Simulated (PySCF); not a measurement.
The system is FCCl2Br, in a box.

```
CELL_PARAMETERS angstrom
12.00000 0.00000 0.00000
0.00000 12.00000 0.00000
0.00000 0.00000 12.00000
ATOMIC_POSITIONS crystal
F 0.50113 0.48561 0.58683
C 0.51201 0.47882 0.47394
Cl 0.61904 0.37898 0.44778
Cl 0.38748 0.43165 0.42206
Br 0.55405 0.62842 0.42102
```

The cell isn't the ideal one: atoms moved at random, drawn with an rms of 0.05 Å.

Base run:

| Item | Value |
| --- | --- |
| Program | PySCF 2.14.0 |
| Functional | LC-wPBE |
| Potentials or basis | 6-31g* (all-electron) |
| k mesh | 1 × 1 × 1 |
| Occupations | fixed |
| Spin | no spin polarisation |

Its results: gap between the frontier levels 12.11 eV.

Question: After a change of settings the same cell gave: gap between the frontier levels 4.44 eV. Which change was it?
A. functional from LC-wPBE to PBE
B. functional from LC-wPBE to r2SCAN; dispersion from none to D3(BJ)
C. functional from LC-wPBE to r2SCAN0; dispersion from none to D4

Answer: A.

LC-wPBE gives the wider gap, since exact exchange removes part of the self-interaction.

Caveats: this is a molecule in a periodic box at the Γ point, so its band gap is the HOMO-LUMO gap; relativity is left out, which matters for the heavier elements; the basis of atomic orbitals isn't converged, which shifts pressures, moduli and gaps.
